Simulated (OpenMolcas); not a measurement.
# CH5GaO (SMILES C[O][GaH2]): levels of theory compared

Aim: a comparison of 6 runs (HF/STO-3G, BHLYP/cc-pVDZ, PBE/cc-pVDZ, PBE0/cc-pVDZ, TPSS/cc-pVDZ, CCSD(T)/cc-pVDZ) of CH5GaO. 

The results are computed with OpenMolcas 26.06.

1 further run of the same task is left out (set aside as unsound or not needed).

## Step 1: The system as given

The species is CH5GaO (8 atoms), meant as a singlet with charge 0. As SMILES, `C[O][GaH2]`. Geometry: relaxed at PBE0-D4/def2-TZVP.

Bond lengths: C1–O2 1.402 Å, O2–Ga3 1.782 Å, C1–H4 1.096 Å, C1–H5 1.099 Å, C1–H6 1.096 Å, Ga3–H7 1.565 Å, Ga3–H8 1.555 Å. Angles: C1–O2–Ga3 123.8°, O2–C1–H4 110.0°, O2–C1–H5 113.2°, O2–C1–H6 110.0°, O2–Ga3–H7 115.8°, O2–Ga3–H8 113.9°, H4–C1–H5 107.8°, H4–C1–H6 107.8°, H5–C1–H6 107.8°, H7–Ga3–H8 130.3°.

## Step 2: Energy and gradient at HF/STO-3G (run 1)

The input, calc.input:

```
>>> EXPORT MOLCAS_PRINT=2

&GATEWAY
 BASLIB=$CurrDir
 COORD
 8
 angstrom
 C       -0.616800       0.972600      -0.422900
 O       -0.705300      -0.273500       0.213500
 Ga       0.703200      -1.302000       0.579300
 H       -1.200200       0.962000      -1.350600
 H        0.414200       1.256200      -0.676600
 H       -1.030600       1.754200       0.224300
 H        2.093900      -0.732800       0.142900
 H        0.341700      -2.636700       1.290100
 BASIS=STO-3G
 GROUP=NoSym

&SEWARD

&SCF
 THRESHOLDS=1e-10 1e-07 1e-07 1e-05
 PRORBITALS=1 1

&ALASKA
```

The basis set STO-3G is read from a file made from the Basis Set Exchange's data (not shown).

On the command line:

```
export MOLCAS_MEM=1860
pymolcas calc.input > calc.log
```

What it wrote:

```text
--- Start Module: gateway ---
[...]
--- Stop Module: gateway /rc=_RC_ALL_IS_WELL_ ---
[...]
      Basis functions           33
[...]
--- Start Module: scf ---
[...]
       Convergence after  17 Iterations
[...]
::    Total SCF energy                              -2015.0306486401
[...]
      Total spin, S                                     0.0000000000
[...]
      Total electronic charge=   50.000000
      Total            charge=   -0.000000
[...]
      Dipole Moment (debye):
      Origin of the operator (angstrom)=    0.2983   -0.8026    0.3717
                   X=  7.8520E-01               Y=  3.8603E-01               Z= -2.7880E-01           Total=  9.1831E-01
      Quadrupole Moment (debye*angstrom):
[...]
--- Stop Module: scf /rc=_RC_ALL_IS_WELL_ ---
--- Start Module: alaska ---
[...]
 *              Molecular gradients               *
 **************************************************
  Irreducible representation: a
 ------------------------------------------------------------------------------------------
                              X                       Y                       Z
 ------------------------------------------------------------------------------------------
  C1               -1.00318918726772E-02   -9.55335499601873E-03    5.92146261222926E-03
  O2               -6.57991149788373E-02    7.10120649541315E-02   -2.86417376125132E-02
  GA3               2.50018956921316E-02   -1.92474628238877E-02    6.98720325251667E-03
  H4                3.33897606243472E-04   -2.22533866091745E-03    9.19514915812325E-04
  H5                4.59532343903168E-03   -3.38798977802446E-03    1.20762705503141E-03
  H6                3.73424118553345E-04   -2.12852674308284E-03    1.16015518843549E-03
  H7                5.54260638390218E-02    1.93845763901113E-02   -1.57317868241589E-02
  H8               -9.89959784340821E-03   -5.38539683423549E-02    2.81775614125932E-02
[...]
--- Stop Module: alaska /rc=_RC_ALL_IS_WELL_ ---
[...]
```

It took 1.6 s on 1 thread of Intel Xeon 6975P-C (Granite Rapids), shared host; peak memory 0.37 GiB.

## Step 3: Energy and forces at BHLYP/cc-pVDZ (run 2)

The input, struct.xyz:

```xyz
8

C     -0.616800     0.972600    -0.422900
O     -0.705300    -0.273500     0.213500
Ga     0.703200    -1.302000     0.579300
H     -1.200200     0.962000    -1.350600
H      0.414200     1.256200    -0.676600
H     -1.030600     1.754200     0.224300
H      2.093900    -0.732800     0.142900
H      0.341700    -2.636700     1.290100
```

The input, job.inp:

```
* CH5GaO Kohn-Sham DFT

&GATEWAY
  BasLib=$CurrDir
  Coord=struct.xyz
  Basis=cc-pVDZ
  Group=NoSym

&SEWARD
  GridInput
  Grid=UltraFine
  End of Grid

&SCF
  KSDFT=HYB_GGA_XC_BHANDHLYP
  Thresholds=1e-10 1e-07 1e-07 1e-05
  PrOrbitals=1 1

&ALASKA
```

The basis set cc-pVDZ is read from a file made from the Basis Set Exchange's data (not shown).

On the command line:

```
export MOLCAS_MEM=1860
pymolcas job.inp > job.log
```

What it wrote:

```text
--- Start Module: gateway ---
[...]
--- Stop Module: gateway /rc=_RC_ALL_IS_WELL_ ---
[...]
      Basis functions           80
[...]
--- Start Module: scf ---
[...]
       Convergence after  16 Iterations
[...]
::    Total KS-DFT energy                           -2041.0629548301
[...]
      Total spin, S                                     0.0000000000
[...]
      Total electronic charge=   50.000000
      Total            charge=   -0.000000
[...]
      Dipole Moment (debye):
      Origin of the operator (angstrom)=    0.2983   -0.8026    0.3717
                   X=  1.1787E+00               Y=  2.7116E-01               Z= -2.6333E-01           Total=  1.2379E+00
      Quadrupole Moment (debye*angstrom):
[...]
--- Stop Module: scf /rc=_RC_ALL_IS_WELL_ ---
[...]
--- Start Module: alaska ---
[...]
 *              Molecular gradients               *
 **************************************************
  Irreducible representation: a
 ------------------------------------------------------------------------------------------
                              X                       Y                       Z
 ------------------------------------------------------------------------------------------
  C1                1.66926786618182E-03    1.45333994493235E-03   -8.86290483791186E-04
  O2                1.34412462081457E-04   -3.37900406029235E-03    1.68650471255460E-03
  GA3              -2.43617057098788E-03    2.84157569282328E-03   -1.16932351381038E-03
  H4                3.53573993185030E-04   -2.54376068756001E-04    4.73909869199041E-04
  H5               -3.45999053649404E-04   -1.65476097445438E-04    1.19576036754943E-04
  H6                2.97049144935890E-04   -5.84464635366544E-04   -1.46891954798445E-04
  H7                8.32351703610179E-04    8.85277800442452E-04   -5.35197459773817E-04
  H8               -5.04485545200772E-04   -7.96872576455776E-04    4.57712793637377E-04
[...]
--- Stop Module: alaska /rc=_RC_ALL_IS_WELL_ ---
[...]
```

Run time: 25 s. Hardware: 1 thread of Intel Xeon 6975P-C (Granite Rapids), shared host; peak memory 0.45 GiB.

Runs 3 to 5 aren't shown in full; the table further down has their settings and results.

## Step 4: The energy at CCSD(T)/cc-pVDZ (run 6)

The input, run.input:

```
* CH5GaO CCSD(T)
>>> EXPORT MOLCAS_PRINT=2
&GATEWAY
BasLib
$CurrDir
Coord
8
angstrom
C       -0.616800       0.972600      -0.422900
O       -0.705300      -0.273500       0.213500
Ga       0.703200      -1.302000       0.579300
H       -1.200200       0.962000      -1.350600
H        0.414200       1.256200      -0.676600
H       -1.030600       1.754200       0.224300
H        2.093900      -0.732800       0.142900
H        0.341700      -2.636700       1.290100
Basis
cc-pVDZ
Group
NoSym
&SEWARD
&SCF
Thresholds
1e-10 1e-07 1e-07 1e-05
PrOrbitals
0
&RASSCF
FileOrb
$Project.ScfOrb
Spin
1
Nactel
0 0 0
Inactive
25
Ras2
0
OutOrbitals
Canonical
OrbListing
NoCore
&MOTRA
JobIph
Frozen
11
&CCSDT
CCT
Triples
2
Iterations
80
Accuracy
1e-08
Extrapolation
5 4
```

The basis set cc-pVDZ is read from a file made from the Basis Set Exchange's data (not shown).

On the command line:

```
export MOLCAS_MEM=1860
pymolcas run.input > run.log
```

What it wrote:

```text
--- Start Module: gateway ---
[...]
--- Stop Module: gateway /rc=_RC_ALL_IS_WELL_ ---
[...]
      Basis functions           80
[...]
       Convergence after  12 Iterations
[...]
::    Total SCF energy                              -2038.8572529830
[...]
      Total spin, S                                     0.0000000000
[...]
      Number of active orbitals                  0
[...]
      Spin quantum number                      0.0
[...]
      Active orbitals                            0
[...]
      Number of CSFs                             1
[...]
      Number of root(s) required                 1
[...]
      Convergence after  4 iterations
[...]
      Natural orbitals and occupation numbers for root  1
      ************************************************************************************************************************
      *                                                    Final results                                                     *
      ************************************************************************************************************************
[...]
::    RASSCF root number  1 Total energy:  -2038.85725298
[...]
      Total electronic charge=   50.000000
      Total            charge=   -0.000000
[...]
      Dipole Moment (debye):
      Origin of the operator (angstrom)=    0.2983   -0.8026    0.3717
                   X=  1.3760E+00               Y=  2.0523E-01               Z= -2.5142E-01           Total=  1.4137E+00
      Quadrupole Moment (debye*angstrom):
[...]
--- Start Module: motra ---
[...]
      *** WARNING: Default frozen orbitals is overwritten by user input.
      *** Default values:  16
[...]
--- Stop Module: motra /rc=_RC_ALL_IS_WELL_ ---
--- Start Module: ccsdt ---
[...]
      Convergence after                    17  Iterations
      Total energy (diff) :   -2039.31434516      -0.00000001
[...]
 METHOD                       : CCSD+T(CCSD)+<T3(1)WT1> = CCSD(T)
[...]
       CCSD     =     -2039.3143451614724
[...]
--- Stop Module: ccsdt /rc=_RC_ALL_IS_WELL_ ---
[...]
```

Wall time 34 s (1 thread of Intel Xeon 6975P-C (Granite Rapids), shared host); peak memory 0.45 GiB.

## Step 5: All runs side by side

```
run            level  integration grid      task   energy (Eh)  dipole moment (D) of the reference  HOMO energy (eV)  LUMO energy (eV)  wall time
  1        HF/STO-3G                 –  gradient  -2015.030649                                0.92             -7.28              5.37      1.6 s
  2    BHLYP/cc-pVDZ         UltraFine  gradient  -2041.062955                                1.24             -9.11             -0.41       25 s
  3      PBE/cc-pVDZ         UltraFine  gradient  -2040.716061                                0.97             -6.27             -1.88       23 s
  4     PBE0/cc-pVDZ         UltraFine  gradient  -2040.767634                                1.11             -7.70             -1.11       25 s
  5     TPSS/cc-pVDZ         UltraFine  gradient  -2041.169888                                0.99             -6.37             -1.71       34 s
  6  CCSD(T)/cc-pVDZ                 –    energy  -2039.326615                                1.41            -11.50              1.56       34 s
```

## Step 6: Summary of results

| quantity | value |
| --- | --- |
| run 6: total energy | -2039.32662 Eh |
| run 6: dipole moment (mean-field density) | 1.41 D |
| run 6: HOMO energy (Hartree–Fock orbitals) | -11.50 eV |
| run 6: LUMO energy (Hartree–Fock orbitals) | 1.56 eV |
| run 6: HOMO–LUMO gap (Hartree–Fock orbitals) | 13.06 eV |
| run 6: correlation energy (11 core orbitals frozen) | -469.4 mEh |
| run 6: (T) correction | -12.27 mEh |

Over runs 1, 2, 3, 4, 5 the dipole moment (its size) runs from 0.92 D (HF/STO-3G) to 1.24 D (BHLYP/cc-pVDZ). The two ends differ in method and basis. Over runs 1, 2, 3, 4, 5 the HOMO–LUMO gap runs from 4.39 eV (PBE/cc-pVDZ) to 12.65 eV (HF/STO-3G). Totals of different functionals can't be ranked against each other. In run 1 the basis is minimal, so the values are rough. All runs together took 2.4 min, the longest 34 s.
